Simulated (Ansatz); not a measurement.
I need vertical and adiabatic energies of changing the electron count of C₂H₅Zn, SMILES C[CH2][Zn]. Use Ansatz 0.2.0 through its Python package. Use (for the species named): B3LYP, def2-SVP basis, multiplicity 2.

```
atom    x (Å)    y (Å)    z (Å)
   C  -0.5144   0.5036  -0.2489
   C   0.3240  -0.6211   0.1234
  Zn   2.0489  -0.0159   1.1588
   H  -1.3845   0.1889  -0.8061
   H   0.0019   1.2388  -0.9330
   H  -0.8845   1.1046   0.6526
   H   0.6878  -1.1567  -0.7826
   H  -0.1870  -1.2994   0.7802
```

Script `c2h5zn_adiabatic.py`:
```python
'''How C2H5Zn relaxes after losing an electron.'''

import itertools
import warnings

import ansatz as az
from ase import Atoms
from ase.data import atomic_numbers, covalent_radii
import numpy as np

warnings.simplefilter('ignore', az.DeckWarning)

atoms = Atoms(['C', 'C', 'Zn', 'H', 'H', 'H', 'H', 'H'], positions=[
    (-0.5144, 0.5036, -0.2489),
    (0.324, -0.6211, 0.1234),
    (2.0489, -0.0159, 1.1588),
    (-1.3845, 0.1889, -0.8061),
    (0.0019, 1.2388, -0.933),
    (-0.8845, 1.1046, 0.6526),
    (0.6878, -1.1567, -0.7826),
    (-0.187, -1.2994, 0.7802),
])
geometry = az.Crystal.molecule_from_ase(atoms)

calculation = geometry.calculation()
calculation = calculation.basis(gaussian='def2-SVP').functional('B3LYP')
calculation = calculation.spin('collinear', total=1)
symbols = [site.symbol for site in geometry.cartesian_sites]
start = np.array([site.position_ang for site in geometry.cartesian_sites], dtype=float)
r = calculation.relax(force_tolerance=0.01, max_steps=100).run(threads=1, backend='cpu').report
end = np.array(r['positions_ang'])

minimum = az.Crystal.molecule()
for symbol, place in zip(symbols, end):
    minimum = minimum.atom(symbol, place.tolist())
ion = (
    minimum.calculation()
    .basis(gaussian='def2-SVP')
    .functional('B3LYP')
    .charge(1)
)
vertical = ion.run(threads=1, backend='cpu').report
settled = ion.relax(force_tolerance=0.01, max_steps=80).run(threads=1, backend='cpu').report
print(f'vertical ionisation energy   {vertical["free_energy_ev"] - r["free_energy_ev"]:.3f} eV')
print(f'adiabatic, no zero point     {settled["free_energy_ev"] - r["free_energy_ev"]:.3f} eV')
print(f'relaxation energy of the ion {vertical["free_energy_ev"] - settled["free_energy_ev"]:.3f} eV')
ionised = np.array(settled['positions_ang'])
# pairs closer than 1.2 times the sum of covalent radii, before or after
radius = [covalent_radii[atomic_numbers[s]] for s in symbols]
span = lambda where, i, j: np.linalg.norm(where[i] - where[j])
bonded = [(i, j) for i, j in itertools.combinations(range(len(symbols)), 2) if min(span(end, i, j), span(ionised, i, j)) < 1.2 * (radius[i] + radius[j])]
print('pair        before    after (A)')
for i, j in bonded:
    print(f'{symbols[i]}{i}-{symbols[j]}{j}'.ljust(10), f'{span(end, i, j):8.4f} {span(ionised, i, j):8.4f}')
```

```console
$ python c2h5zn_adiabatic.py
vertical ionisation energy   6.904 eV
adiabatic, no zero point     6.817 eV
relaxation energy of the ion 0.087 eV
pair        before    after (A)
C0-C1        1.5211   1.5006
C0-H3        1.1071   1.1109
C0-H4        1.1029   1.0991
C0-H5        1.1029   1.0991
C1-Zn2       2.0889   2.0637
C1-H6        1.1030   1.1002
C1-H7        1.1029   1.1002
```

Caveats:
- The energies are electronic: no zero-point or thermal terms, and the basis set is short of its limit. The product may relax into another structure. Each relaxation finds its nearest minimum, which needn't be the lowest.
- The run takes the species as open-shell (spin multiplicity 2), which needn't be its ground state.
- b3lyp holds the VWN-RPA fit, as in Gaussian; the form of ORCA and Turbomole is b3lyp5.
- Only the spin states typed were run; another state of an ion can lie lower, by up to an eV or two.
- Run time: 73 s on 1 thread of Arm Neoverse V2 (shared host), peak memory 0.3 GiB.
